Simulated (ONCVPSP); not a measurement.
# Pseudopotential generation for germanium: ONCV, PBE

Do these settings give a usable potential? It is generated, then checked for transferability, scattering, ghosts and hardness.

The numbers are computed with ONCVPSP 4.0.1.1 (patched build) (PBE, scalar-relativistic, spin-unpolarised reference atom).

**1. The atom and the settings**

The settings as typed:

```
element                 : germanium (Ge, Z = 32)
type                    : optimised norm-conserving Vanderbilt (ONCV)
frozen core             : [Ne]
valence charge          : 22
reference configuration : 3s2 3p6 3d10 4s2 4p2
partial waves           : 3s+4s: rc 0.90 bohr, ncon 4, nbas 8, qcut 17.4 1/bohr, 2 projectors; 3p+4p: rc 0.90 bohr, ncon 4, nbas 7, qcut 14.1 1/bohr, 2 projectors; 3d: rc 1.15 bohr, ncon 4, nbas 9, qcut 12.3 1/bohr, 3 projectors, debl 0.5 Ha
local potential         : polynomial inside 0.80 bohr (lpopt 4, dvloc0 6 Ha)
core correction         : polynomial model core, fcfact 0.45
```

An earlier all-electron run gives the scale for the radii.

All-electron outer shells of the reference configuration (PBE, scalar-relativistic, ld1.x):

```tsv
shell	level (eV)	outermost node (bohr)	outermost maximum (bohr)
2s	-1371.79	0.06	0.18
2p	-1198.71	–	0.14
3s	-168.49	0.26	0.54
3p	-115.62	0.23	0.54
3d	-29.31	–	0.50
4s	-11.73	0.77	1.75
4p	-3.90	0.82	2.22
```

**2. Generating the potential**

Ge.dat

```
# ATOM AND REFERENCE CONFIGURATION
# atsym  z   nc   nv     iexc    psfile
  Ge 32.00    3    5        4      upf
#
#   n    l    f
    1    0    2.00
    2    0    2.00
    2    1    6.00
    3    0    2.00
    3    1    6.00
    3    2   10.00
    4    0    2.00
    4    1    2.00
#
# PSEUDOPOTENTIAL AND OPTIMIZATION
# lmax
    2
#
#   l,   rc,      ep,       ncon, nbas, qcut
    0    0.90    0.00    4    8   17.40
    1    0.90    0.00    4    7   14.10
    2    1.15    0.00    4    9   12.30
#
# LOCAL POTENTIAL
# lloc, lpopt,  rc(5),   dvloc0
    4    4    0.80    6.00
#
# VANDERBILT-KLEINMAN-BYLANDER PROJECTORs
# l, nproj, debl
    0    2    1.80
    1    2    0.60
    2    3    0.50
#
# MODEL CORE CHARGE
# icmod, fcfact, rcfact
    1    0.45    0.00
#
# LOG DERIVATIVE ANALYSIS
# epsh1, epsh2, depsh
   -8.00    5.00    0.04
#
# OUTPUT GRID
# rlmax, drl
    6.00    0.01
#
# TEST CONFIGURATIONS
# ncnf
    4
# nvcnf
#   n    l    f
    5
    3    0    2.00
    3    1    6.00
    3    2   10.00
    4    0    2.00
    4    1    1.00
#
    5
    3    0    2.00
    3    1    6.00
    3    2   10.00
    4    0    2.00
    4    1    0.00
#
    5
    3    0    2.00
    3    1    6.00
    3    2   10.00
    4    0    1.00
    4    1    0.00
#
    5
    3    0    2.00
    3    1    6.00
    3    2   10.00
    4    0    1.00
    4    1    2.00
#
```

Command:

```sh
oncvpsp.x < Ge.dat > Ge.out
```

Before running it: what results should come out? Wanted: cutoffs for 1 and 0.1 mHa per electron, occupied waves; bound ghosts; GHOST(+) flags; largest test error; largest phase difference near zero energy, channels read; rms error of d²Exc/dn², without and with the model core; projector energies reset by the program.

The runs gave:

| quantity | value |
| --- | --- |
| cutoffs for 1 and 0.1 mHa per electron, occupied waves | 91 Ha and 107 Ha |
| bound ghosts | none found |
| GHOST(+) flags | d at 6617 eV |
| largest test error (AE − PS) | -4.9 meV, for 3s2 3p6 3d10 4s1 4p0 |
| largest phase difference near zero energy, channels read | 0.000 rad |
| rms error of d²Exc/dn², without and with the model core | 1.12 and 0.94 mHa |
| projector energies reset by the program | d: -1.077, 0.250, 0.750 Ha |

**Reading.** The worst unpolarised test, 3s2 3p6 3d10 4s1 4p0, is off by 4.9 meV on 57.7 eV; by total energies transferability rates as very good. The potential is very hard: the looser tolerance needs 91 Ha. At the looser tolerance the 3s wave is the slowest; 4s needs 78 Ha. It is free of bound ghosts as far as tested. Near zero energy the phases of the channels with partial waves agree within 0.001 rad. The program also flags highly localised states, GHOST(+) (d). All of this concerns the isolated atom, not yet a solid.
